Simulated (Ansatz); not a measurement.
# K2Ge: the cost of one run

Program: Ansatz 0.2.0. Level of theory: DFT PBE, scalar-relativistic, plane waves, PAW. These are calculated values, not measurements.

### 1 The starting structure

Symmetry: P-3m1, No. 164, trigonal system. Conventional cell: a = 4.791 Å, b = 4.791 Å, c = 4.717 Å, α = 90.00°, β = 90.00°, γ = 120.00°. Around K (site symmetry 3m) lie 3 K at 2.77 Å. Ge (site symmetry -3m) is surrounded by 12 K at 3.59 to 3.68 Å.

Coordinates:

```cif
data_structure
_symmetry_space_group_name_H-M 'P-3m1'
_symmetry_Int_Tables_number 164
_cell_length_a 4.7908
_cell_length_b 4.7908
_cell_length_c 4.7165
_cell_angle_alpha 90.000
_cell_angle_beta 90.000
_cell_angle_gamma 120.000
_cell_volume 93.75
loop_
_atom_site_label
_atom_site_type_symbol
_atom_site_symmetry_multiplicity
_atom_site_Wyckoff_symbol
_atom_site_fract_x
_atom_site_fract_y
_atom_site_fract_z
_atom_site_occupancy
K1 K 2 d 0.66667 0.33333 0.51573 1
Ge1 Ge 1 a 0.00000 0.00000 0.00000 1
```

Recipe of the guess: species swapped into a database cell of EuGe2 (P-3m1, No. 164), with Ge on the Eu sites and K on the Ge sites. Its size is a rough estimate.

### 2 A first look at the guess

The input, input.yaml:

```yaml
crystal:
  lattice:
    - [4.79084104, 0.0, 0.0]
    - [-2.39542052, 4.14899004, 0.0]
    - [0.0, 0.0, 4.71650429]
  atoms:
    - { symbol: K, position: [0.66666667, 0.33333333, 0.51573294] }
    - { symbol: K, position: [0.33333333, 0.66666667, 0.48426706] }
    - { symbol: Ge, position: [0.0, 0.0, 0.0] }
basis:
  ecutwfc: 420
kpoints:
  mp_grid: { grid: [6, 6, 4] }
hamiltonian:
  xc: pbe
scf:
  occupations: { method: gaussian, width: 0.1 }
  lower_state_search: "off"
output:
  forces: true
  stress: true
  eigenvalues: true
```

Launch:

```
ansatz run input.yaml --threads 1 --pin off --max-ram 2560MiB --backend cpu --events-out ev --progress --plain --runs-dir out
```

Q: Estimate wall time and peak memory on 1 thread of Arm Neoverse V1, shared host.

About 2.5 s, with a peak of 0.35 GiB.
